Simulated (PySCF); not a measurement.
**Pb(OH)4: other spin states, a change of charge and excitations**

Aim: at the relaxed geometry of Pb(OH)4, try other spin states, a change of charge and excitations. The species was built from a template and needn't be a known compound.

Method: r2SCAN, Pb def2-SVP with ECP60, O def2-SVP, H def2-SVP; scalar-relativistic core potentials, no spin–orbit coupling; program: PySCF 2.14.0.

3 further runs of the same task are left out: 1 for a known fault of the program, 1 that didn't finish, 1 set aside as unsound or not needed.

## 1. Starting geometry

9 atoms, charge 0, spin multiplicity 1.

Bond lengths: Pb1–O2 2.095 Å, Pb1–O4 2.094 Å, Pb1–O6 2.095 Å, Pb1–O8 2.095 Å, O2–H3 0.972 Å, O4–H5 0.972 Å, O6–H7 0.972 Å, O8–H9 0.972 Å. Angles: O2–Pb1–O4 105.2°, O2–Pb1–O6 118.8°, O2–Pb1–O8 105.5°, O4–Pb1–O6 105.1°, O4–Pb1–O8 118.2°, O6–Pb1–O8 104.8°, Pb1–O2–H3 106.3°, Pb1–O4–H5 106.5°, Pb1–O6–H7 106.4°, Pb1–O8–H9 106.1°.

Geometry (Å):

```
Pb    0.0451    0.4003    0.0010
O     0.0258   -1.1093    1.4542
H    -0.5489   -0.7902    2.1703
O     0.3008   -0.5968   -1.8231
H    -0.0158   -1.5058   -1.6880
O     1.5700    1.8356    0.0587
H     2.2840    1.5007   -0.5094
O    -1.7234    1.4838    0.2973
H    -1.5254    2.3997    0.0390
```

Formal oxidation states: Pb +4. An earlier session relaxed this geometry at r2SCAN, Pb def2-SVP with ECP60, O def2-SVP, H def2-SVP (singlet, point group C2).

Its energy there is -495.836156 Eh.

## 2. Multiplicity 3 at the relaxed geometry

Contents of run.py (the lines that set the calculation):

```python
mol = gto.M(atom='''
Pb     0.04509     0.40026     0.00099
O      0.02583    -1.10932     1.45420
H     -0.54893    -0.79021     2.17034
O      0.30077    -0.59675    -1.82311
H     -0.01581    -1.50577    -1.68797
O      1.57002     1.83563     0.05870
H      2.28404     1.50068    -0.50941
O     -1.72340     1.48385     0.29732
H     -1.52536     2.39968     0.03896''',
    basis={'Pb': 'def2-SVP', 'O': 'def2-SVP', 'H': 'def2-SVP'},
    ecp={'Pb': 'def2-SVP'},
    charge=0, spin=2)
mf = dft.UKS(mol, xc='R2SCAN')
mf.grids.atom_grid = (50, 194)
mf = mf.density_fit()  # fitting sets: Pb def2-universal-JKFIT, O def2-universal-JKFIT, H def2-universal-JKFIT
mf.conv_tol = 1e-08; mf.max_cycle = 55
mf.kernel(dm0)  # dm0: free metal ions and neutral atoms
```

The run is started by

```console
$ OMP_NUM_THREADS=2 python run.py
```

Standard output:

```text
init E= -504.483254209637
cycle= 1 E= -495.350531796859  delta_E= 9.13  |g|= 0.938  |ddm|= 2.87
cycle= 2 E= -494.749805872337  delta_E= 0.601  |g|=  1.5  |ddm|= 2.37
cycle= 3 E= -495.49799961793  delta_E= -0.748  |g|= 0.637  |ddm|= 1.67
cycle= 4 E= -495.586992810023  delta_E= -0.089  |g|= 0.513  |ddm|= 1.06
cycle= 5 E= -495.531691335729  delta_E= 0.0553  |g|= 0.583  |ddm|= 0.925
cycle= 6 E= -495.459154378275  delta_E= 0.0725  |g|= 0.666  |ddm|= 0.944
cycle= 7 E= -495.727813460971  delta_E= -0.269  |g|= 0.104  |ddm|= 0.933
cycle= 8 E= -495.730236318852  delta_E= -0.00242  |g|= 0.0901  |ddm|= 0.334
cycle= 9 E= -495.73445582923  delta_E= -0.00422  |g|= 0.0348  |ddm|= 0.149
cycle= 10 E= -495.735076570515  delta_E= -0.000621  |g|= 0.0134  |ddm|= 0.0635
cycle= 11 E= -495.735168590226  delta_E= -9.2e-05  |g|= 0.01  |ddm|= 0.0455
cycle= 12 E= -495.735227780152  delta_E= -5.92e-05  |g|= 0.00405  |ddm|= 0.0109
cycle= 13 E= -495.735231800736  delta_E= -4.02e-06  |g|= 0.00418  |ddm|= 0.0104
cycle= 14 E= -495.735241637642  delta_E= -9.84e-06  |g|= 0.00257  |ddm|= 0.012
cycle= 15 E= -495.735245237306  delta_E= -3.6e-06  |g|= 0.00119  |ddm|= 0.00507
cycle= 16 E= -495.735246015591  delta_E= -7.78e-07  |g|= 0.000469  |ddm|= 0.00154
cycle= 17 E= -495.735246153129  delta_E= -1.38e-07  |g|= 9.65e-05  |ddm|= 0.00102
cycle= 18 E= -495.735246155995  delta_E= -2.87e-09  |g|= 6.76e-05  |ddm|= 0.000162
Extra cycle  E= -495.735245967416  delta_E= 1.89e-07  |g|= 0.000576  |ddm|= 0.000907
SCF not converged.
init E= -504.483254209637
...
  HOMO = -0.165322738144  LUMO = -0.14435818671  gap/eV = 0.57047
cycle= 23 E= -495.735246116065  delta_E= 5.6e-11  |g|= 0.000172  |ddm|= 0.000311
  HOMO = -0.165322068679  LUMO = -0.144357558074  gap/eV = 0.57047
cycle= 24 E= -495.735246119647  delta_E= -3.58e-09  |g|= 0.000188  |ddm|= 0.000264
  HOMO = -0.165322196782  LUMO = -0.144357578551  gap/eV = 0.57048
cycle= 25 E= -495.735246127753  delta_E= -8.11e-09  |g|= 0.000173  |ddm|= 0.000212
  HOMO = -0.165322224181  LUMO = -0.144357594198  gap/eV = 0.57048
cycle= 26 E= -495.735246136546  delta_E= -8.79e-09  |g|= 0.000145  |ddm|= 0.000174
  HOMO = -0.165322193726  LUMO = -0.144357338534  gap/eV = 0.57048
cycle= 27 E= -495.735246141525  delta_E= -4.98e-09  |g|= 0.000132  |ddm|= 0.000149
  HOMO = -0.165322122675  LUMO = -0.144357748916  gap/eV = 0.57047
cycle= 28 E= -495.735246143282  delta_E= -1.76e-09  |g|= 0.000134  |ddm|= 0.000136
  HOMO = -0.165321849692  LUMO = -0.144357756812  gap/eV = 0.57046
cycle= 29 E= -495.735246147131  delta_E= -3.85e-09  |g|= 0.000117  |ddm|= 0.000111
  HOMO = -0.165321830103  LUMO = -0.144357748249  gap/eV = 0.57046
cycle= 30 E= -495.735246151175  delta_E= -4.04e-09  |g|= 9.24e-05  |ddm|= 9.05e-05
Extra cycle  E= -495.735245628111  delta_E= 5.23e-07  |g|= 0.000961  |ddm|= 0.00152
SCF not converged.
macro= 0  E= -495.735246158391  delta_E= -5.3028e-07  |g|= 0.00096068  1 KF 4 JK
macro= 1  E= -495.735246158391  delta_E= 1.13687e-13  |g|= 3.63166e-05  1 KF 2 JK
macro X = 2  E=-495.735246158391  |g|= 3.63166e-05  total 3 KF 9 JK
converged SCF energy = -495.735246158391  <S^2> = 2.0131744  2S+1 = 3.0087701
```

Run time: 62 s. Hardware: 2 threads of Arm Neoverse V1, shared host.

Result: E = -495.735246 Eh (+2.746 eV from the relaxed state), HOMO -4.50 eV, LUMO -6.65 eV (over both spins), ⟨S²⟩ = 2.013, Mulliken charge on Pb1 +0.84 e. An empty level of one spin lies below a filled level of the other.

## 3. One electron removed, multiplicity 2

Changes to run.py (the lines that set the calculation) since step 2:

```diff
@@ -12,3 +12,3 @@
     ecp={'Pb': 'def2-SVP'},
-    charge=0, spin=2)
+    charge=1, spin=1)
 mf = dft.UKS(mol, xc='R2SCAN')
@@ -17,2 +17,2 @@
 mf.conv_tol = 1e-08; mf.max_cycle = 55
-mf.kernel(dm0)  # dm0: free metal ions and neutral atoms
+mf.kernel(dm0)  # dm0: the density of the relaxed state
```

The run is started by

```console
$ OMP_NUM_THREADS=2 python run.py
```

Standard output:

```text
init E= -495.839605223139
cycle= 1 E= -495.387199655381  delta_E= 0.452  |g|= 0.359  |ddm|= 0.663
  HOMO = -0.439053603888  LUMO = -0.436890192777  gap/eV = 0.05887
cycle= 2 E= -494.434275955462  delta_E= 0.953  |g|= 1.39  |ddm|= 1.55
  HOMO = -0.494568975117  LUMO = -0.486097860054  gap/eV = 0.23051
cycle= 3 E= -495.120537687019  delta_E= -0.686  |g|= 0.77  |ddm|=  1.4
  HOMO = -0.50308497259  LUMO = -0.489479126346  gap/eV = 0.37023
cycle= 4 E= -495.215855436513  delta_E= -0.0953  |g|= 0.642  |ddm|= 1.03
  HOMO = -0.493113967001  LUMO = -0.488025846877  gap/eV = 0.13845
cycle= 5 E= -495.386117046344  delta_E= -0.17  |g|= 0.344  |ddm|= 0.955
  HOMO = -0.483026942744  LUMO = -0.480796571116  gap/eV = 0.06069
cycle= 6 E= -495.363067389747  delta_E= 0.023  |g|= 0.398  |ddm|= 0.909
  HOMO = -0.484506453542  LUMO = -0.481990806223  gap/eV = 0.06845
cycle= 7 E= -495.366316276977  delta_E= -0.00325  |g|= 0.384  |ddm|= 0.619
  HOMO = -0.484771426938  LUMO = -0.480268522803  gap/eV = 0.12253
cycle= 8 E= -495.342256257615  delta_E= 0.0241  |g|= 0.438  |ddm|= 0.934
cycle= 9 E= -495.380510616418  delta_E= -0.0383  |g|= 0.356  |ddm|= 0.706
cycle= 10 E= -495.432421697285  delta_E= -0.0519  |g|= 0.21  |ddm|= 0.297
cycle= 11 E= -495.456223467398  delta_E= -0.0238  |g|= 0.0641  |ddm|= 0.356
  HOMO = -0.484821986861  LUMO = -0.483261893167  gap/eV = 0.04245
cycle= 12 E= -495.401719476832  delta_E= 0.0545  |g|= 0.302  |ddm|= 0.624
cycle= 13 E= -495.418296248327  delta_E= -0.0166  |g|= 0.259  |ddm|= 0.175
...
cycle= 48 E= -495.410669402587  delta_E= 0.00802  |g|= 0.291  |ddm|= 0.0384
  HOMO = -0.484124157786  LUMO = -0.381779890687  gap/eV = 2.78493
cycle= 49 E= -495.408116604738  delta_E= 0.00255  |g|= 0.297  |ddm|= 0.0309
  HOMO = -0.486194995673  LUMO = -0.383417226408  gap/eV = 2.79673
cycle= 50 E= -495.411845247969  delta_E= -0.00373  |g|= 0.283  |ddm|= 0.0308
  HOMO = -0.486171671431  LUMO = -0.383510398806  gap/eV = 2.79356
cycle= 51 E= -495.415980691135  delta_E= -0.00414  |g|= 0.268  |ddm|= 0.0236
  HOMO = -0.48640223592  LUMO = -0.385097378587  gap/eV = 2.75665
cycle= 52 E= -495.420280123888  delta_E= -0.0043  |g|= 0.253  |ddm|= 0.0304
  HOMO = -0.482972870897  LUMO = -0.386302347156  gap/eV = 2.63054
cycle= 53 E= -495.437566270388  delta_E= -0.0173  |g|= 0.179  |ddm|= 0.0805
  HOMO = -0.480487856484  LUMO = -0.387766322049  gap/eV = 2.52308
cycle= 54 E= -495.44938178495  delta_E= -0.0118  |g|= 0.11  |ddm|= 0.0815
  HOMO = -0.481181607041  LUMO = -0.387378584007  gap/eV = 2.55251
cycle= 55 E= -495.454753820452  delta_E= -0.00537  |g|= 0.0612  |ddm|= 0.0643
SCF not converged.
  HOMO = -0.468111501583  LUMO = -0.457635895871  gap/eV = 0.28506
macro= 0  E= -495.458361177606  delta_E= -0.00360736  |g|= 0.0671976  3 KF 20 JK
macro= 1  E= -495.458816307392  delta_E= -0.00045513  |g|= 7.88499e-05  4 KF 18 JK
macro= 2  E= -495.458816307466  delta_E= -7.35554e-11  |g|= 3.12209e-05  1 KF 2 JK
macro X = 3  E=-495.458816307466  |g|= 3.12209e-05  total 9 KF 44 JK
converged SCF energy = -495.458816307466  <S^2> = 0.7606824  2S+1 = 2.010654
```

Run time: 1.9 min. Hardware: 2 threads of Arm Neoverse V1, shared host.

It gives: E = -495.458816 Eh (+10.268 eV from the relaxed state), HOMO -13.21 eV, LUMO -13.18 eV (over both spins), ⟨S²⟩ = 0.761, Mulliken charge on Pb1 +1.19 e. 

## 4. One electron added, multiplicity 2

Changes to run.py (the lines that set the calculation) since step 3:

```diff
@@ -12,3 +12,3 @@
     ecp={'Pb': 'def2-SVP'},
-    charge=1, spin=1)
+    charge=-1, spin=1)
 mf = dft.UKS(mol, xc='R2SCAN')
```

The run is started by

```console
$ OMP_NUM_THREADS=2 python run.py
```

Standard output:

```text
init E= -495.839375205761
  HOMO = -0.151079065503  LUMO = -0.143380177898  gap/eV = 0.20950
cycle= 1 E= -495.850441443345  delta_E= -0.0111  |g|= 0.228  |ddm|= 1.59
  HOMO = 0.115365681839  LUMO = 0.14225216992  gap/eV = 0.73162
cycle= 2 E= -495.835903700685  delta_E= 0.0145  |g|= 0.326  |ddm|= 0.829
  HOMO = 0.0722354214973  LUMO = 0.101091069261  gap/eV = 0.78520
cycle= 3 E= -495.875473072398  delta_E= -0.0396  |g|= 0.0558  |ddm|= 0.339
  HOMO = 0.06634297983  LUMO = 0.0963195380366  gap/eV = 0.81570
cycle= 4 E= -495.876949755113  delta_E= -0.00148  |g|= 0.013  |ddm|=  0.1
  HOMO = 0.0646818762567  LUMO = 0.0958014546607  gap/eV = 0.84681
cycle= 5 E= -495.877020829075  delta_E= -7.11e-05  |g|= 0.00269  |ddm|= 0.0165
  HOMO = 0.0644152668291  LUMO = 0.0958674543309  gap/eV = 0.85586
cycle= 6 E= -495.877018257917  delta_E= 2.57e-06  |g|= 0.00374  |ddm|= 0.0058
  HOMO = 0.0643874705331  LUMO = 0.0959133793534  gap/eV = 0.85786
cycle= 7 E= -495.877024424943  delta_E= -6.17e-06  |g|= 0.000453  |ddm|= 0.00397
  HOMO = 0.0644232541156  LUMO = 0.0959993196167  gap/eV = 0.85923
cycle= 8 E= -495.877024539741  delta_E= -1.15e-07  |g|= 0.000105  |ddm|= 0.000621
  HOMO = 0.0644260682088  LUMO = 0.0960084389597  gap/eV = 0.85940
cycle= 9 E= -495.877024537885  delta_E= 1.86e-09  |g|= 0.000144  |ddm|= 0.00024
  HOMO = 0.0644265065052  LUMO = 0.0960102787664  gap/eV = 0.85944
cycle= 10 E= -495.877024547192  delta_E= -9.31e-09  |g|= 1.65e-05  |ddm|= 0.000151
  HOMO = 0.064426403743  LUMO = 0.0960104053093  gap/eV = 0.85944
Extra cycle  E= -495.877024546938  delta_E= 2.54e-10  |g|= 3.21e-05  |ddm|= 4.98e-05
converged SCF energy = -495.877024546938  <S^2> = 0.75335448  2S+1 = 2.0033517
```

Run time: 7.9 s. Hardware: 2 threads of Arm Neoverse V1, shared host.

Result: E = -495.877025 Eh (-1.112 eV from the relaxed state), HOMO 1.75 eV, LUMO 2.61 eV (over both spins), ⟨S²⟩ = 0.753, Mulliken charge on Pb1 +0.68 e. The highest filled level lies above zero; it isn't the detachment energy.

## 5. Singlet excitations, Tamm-Dancoff CAM-B3LYP

Changes to run.py (the lines that set the calculation) since step 4:

```diff
@@ -12,4 +12,4 @@
     ecp={'Pb': 'def2-SVP'},
-    charge=-1, spin=1)
-mf = dft.UKS(mol, xc='R2SCAN')
+    charge=0, spin=0)
+mf = dft.RKS(mol, xc='CAMB3LYP')
 mf.grids.atom_grid = (50, 194)
```

The run is started by

```console
$ OMP_NUM_THREADS=2 python run.py
```

Standard output:

```text
init E= -495.745903543034
  HOMO = -0.36712086946173  LUMO = -0.0824744031051097  gap/eV = 7.74562
cycle= 1 E= -495.750147389927  delta_E= -0.00424  |g|= 0.0542  |ddm|= 0.285
  HOMO = -0.362335499811156  LUMO = -0.0811342169774356  gap/eV = 7.65188
cycle= 2 E= -495.75002003988  delta_E= 0.000127  |g|= 0.0656  |ddm|= 0.097
  HOMO = -0.367475267902222  LUMO = -0.0830804953334017  gap/eV = 7.73878
cycle= 3 E= -495.750868344472  delta_E= -0.000848  |g|= 0.00596  |ddm|= 0.0593
  HOMO = -0.36681663830328  LUMO = -0.0819951842756446  gap/eV = 7.75039
cycle= 4 E= -495.750881584145  delta_E= -1.32e-05  |g|= 0.00192  |ddm|= 0.0119
  HOMO = -0.367011671457079  LUMO = -0.0822027959650171  gap/eV = 7.75004
cycle= 5 E= -495.750882878265  delta_E= -1.29e-06  |g|= 0.000227  |ddm|= 0.00363
  HOMO = -0.367004463961355  LUMO = -0.0821900830775277  gap/eV = 7.75019
cycle= 6 E= -495.750882908579  delta_E= -3.03e-08  |g|= 0.000253  |ddm|= 0.000713
  HOMO = -0.367003835370597  LUMO = -0.0821883735629498  gap/eV = 7.75022
cycle= 7 E= -495.750882922108  delta_E= -1.35e-08  |g|= 4.16e-05  |ddm|= 0.00023
  HOMO = -0.367004844792348  LUMO = -0.082189457714037  gap/eV = 7.75022
cycle= 8 E= -495.750882922825  delta_E= -7.17e-10  |g|= 5.66e-06  |ddm|= 7.41e-05
  HOMO = -0.36700558222944  LUMO = -0.0821901189362393  gap/eV = 7.75022
Extra cycle  E= -495.750882922852  delta_E= -2.73e-11  |g|= 4.67e-06  |ddm|= 1.7e-05
converged SCF energy = -495.750882922852
```

It took 57 s on 2 threads of Arm Neoverse V1, shared host.

Read off: E = -495.750883 Eh, HOMO -9.99 eV, LUMO -2.24 eV, Mulliken charge on Pb1 +1.04 e. 

Singlet excitations:

| state | energy (eV) | oscillator strength |
| --- | --- | --- |
| 1 | 4.19 | 0.0100 |
| 2 | 4.20 | 0.0109 |
| 3 | 4.22 | 0.0002 |
| 4 | 4.53 | 0.0673 |
| 5 | 6.05 | 0.0912 |
| 6 | 6.08 | 0.1984 |
| 7 | 6.09 | 0.2019 |
| 8 | 6.97 | 0.0000 |

## 6. Results

| state | energy from the relaxed state (eV) | ⟨S²⟩ | time |
| --- | --- | --- | --- |
| charge 0, singlet, vacuum (relaxed) | 0 | 0.00 |  |
| charge -1, doublet, vacuum | -1.11 | 0.75 | 7.9 s |
| charge 0, triplet, vacuum | 2.75 | 2.01 | 62 s |
| charge +1, doublet, vacuum | 10.27 | 0.76 | 1.9 min |

An electron taken off or put on is at rest in vacuum. 

In the excitation run (CAM-B3LYP), the lowest singlet lies at 4.19 eV (gaps between orbitals at other levels can't be set against it), and the brightest of the eight at 6.09 eV (f = 0.202); spin–orbit coupling would mix in triplets. Removing an electron vertically costs 10.27 eV (doublet), against −HOMO = 7.34 eV. Adding an electron vertically releases 1.11 eV (doublet). The triplet lies 2.75 eV above at this geometry. The bases are small and lack diffuse functions. Spin–orbit coupling is left out.
